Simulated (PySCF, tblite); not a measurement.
# C₂H₄BF₂Si radical: geometry, infrared bands and EPR parameters

Wanted: the infrared bands and EPR parameters of C₂H₄BF₂Si radical (`B[Si]1CC1(F)F`), by calculation.

Computed with tblite 0.8.0 and PySCF 2.14.0, with density-fitted response routines of our own, on a single molecule in the gas phase. Atoms are numbered from 0 throughout.

### 1 The molecule as given

10 atoms, charge 0, multiplicity 2; geometry from: force field or distance geometry start.

Bonds of the start (Å): B0–Si1 1.95, Si1–C2 1.88, C2–C3 1.47, C3–F4 1.40, C3–F5 1.38, C3–Si1 1.89, B0–H6 1.19, B0–H7 1.18, C2–H8 1.11, C2–H9 1.11.

### 2 Geometry optimisation with GFN2-xTB

Job settings and geometry (Å):

```
{"job": {"kind": "relax", "xc": "GFN2-xTB", "basis": "xTB"}, "charge": 0, "multiplicity": 2}
B      2.002700    -0.147800    -0.222400
Si     0.317500    -1.082700     0.064100
C     -1.104500    -0.079900    -0.648000
C     -0.961000     0.089700     0.802000
F     -1.955600    -0.512200     1.574100
F     -0.503100     1.318800     1.218100
H      2.007700     0.852200    -0.863000
H      3.002300    -0.555900     0.249500
H     -1.989100    -0.683900    -0.953700
H     -0.808000     0.806500    -1.243300
```

Command:

```console
$ OMP_NUM_THREADS=1 python probes_run.py task.json out
```

The driver reads the jobs from task.json and runs them one after another.

**Question.** This job is followed by: GFN2-xTB harmonic vibrations, gas phase; UKS B3LYP, pcH-1 on B C F H Si, non-relativistic, mean-field spin-orbit, GIAO. What will the session give for the following? strongest single infrared mode (GFN2-xTB); zero-point energy (GFN2-xTB); g(iso) (B3LYP); ⟨S²⟩; largest a(iso) (averaged by class); surface potential, 1st and 99th percentile.

The runs gave:

```
                                 quantity                   value
strongest single infrared mode (GFN2-xTB)    941 cm⁻¹, 135 km/mol
             zero-point energy (GFN2-xTB)           35.5 kcal/mol
                           g(iso) (B3LYP)                 2.00336
                                     ⟨S²⟩      0.753 (exact 0.75)
       largest a(iso) (averaged by class)  29Si on Si1, -73.7 MHz
    surface potential, 1st and 99th percentile      -0.91 V and 1.40 V
```

What this shows: Relaxing lowered the energy by 1.022 eV in 74 steps; the close pair that moved most is B0–Si1, from 1.948 to 1.869 Å. No mode is imaginary among the 24: a minimum at this level. The strongest single mode, at 941 cm⁻¹, is spread over many atoms; the largest shares are those of Si1, B0. GFN2-xTB is a fitted tight-binding method: band positions and strengths are rough. Its intensities can rank the bands wrongly. Si1 carries the largest spin population, 0.71 e. The isotropic g lies 1.0 ppt above the free-electron value.
